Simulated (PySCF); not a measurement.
# The bond of AsF, level by level

The task here is to estimate one member of a computed series from the others.

Method: As def2-TZVPP, F def2-TZVPP, no relativity; program: PySCF 2.14.0.

Set-up of the first run:

Settings of the job:

```json
{
  "atoms": "As, F",
  "charge": "0",
  "basis": "As def2-TZVPP, F def2-TZVPP",
  "Hamiltonian": "no relativity",
  "basis functions": "79",
  "electrons treated": "42",
  "masses in u": "74.9216, 18.9984",
  "levels": "PBE0, PBE, r²SCAN, LDA, M06-2X, r²SCANh, B97-3, ωB97X-V, HF, MP2, SCS-MP2, CCSD, CCSD(T)",
  "grid": "80 radial by 434 angular points",
  "occupations": "held fixed by the projection of orbital angular momentum",
  "dissociation limit": "As + F, each in its ground configuration",
  "starting distance in angstrom": "1.790",
  "values of 2S to try": "0, 2, 4"
}
```

Command:

```
OMP_NUM_THREADS=1 python dia.py task.json out
```

Among the steps run: The job; The PBE0 curve of the state that the search chose; Excited determinants; PBE (GGA); r²SCAN; LDA (local density); M06-2X; r²SCANh (hybrid meta-GGA); B97-3 (global hybrid GGA); ωB97X-V (range-separated hybrid); UHF; MP2 and coupled cluster.

One table of the session follows, with a row left open; its other results are not shown here.

It belongs to the step «The curves together». Energy (eV) from each level's lowest point:

```
R (Å)    UHF  UHF-MP2  UHF-SCS-MP2  UHF-CCSD  UHF-CCSD(T)
1.501  1.068    1.268        1.281       n/a          n/a
1.571  0.416    0.556        0.566     0.525        0.556
1.640  0.091    0.172        0.178     0.153        0.172
1.693      ?        ?            ?         ?            ?
1.745  0.004    0.000        0.000     0.000        0.000
1.797  0.079    0.036        0.033     0.045        0.036
1.867  0.259    0.168        0.159     0.189        0.167
1.954  0.568    0.423        0.408     0.457        0.419
2.059  1.007    0.807        0.783     0.854        0.797
2.199  1.628    1.398        1.373       n/a          n/a
```

Estimate the missing values for R (Å) = 1.693.

Worked estimate for «UHF». A straight line through the neighbours (1.640, 0.091) and (1.745, 0.004) gives 0.091 + (0.004 − 0.091) × (1.693 − 1.640) / (1.745 − 1.640) = 0.047; a parabola fitted to 4 rows on both sides gives -0.007.

**Answer.** UHF: 0.000; UHF-MP2: 0.038; UHF-SCS-MP2: 0.041; UHF-CCSD: 0.028; UHF-CCSD(T): 0.038. In «UHF» the line misses by +0.047 and the parabola by -0.007.
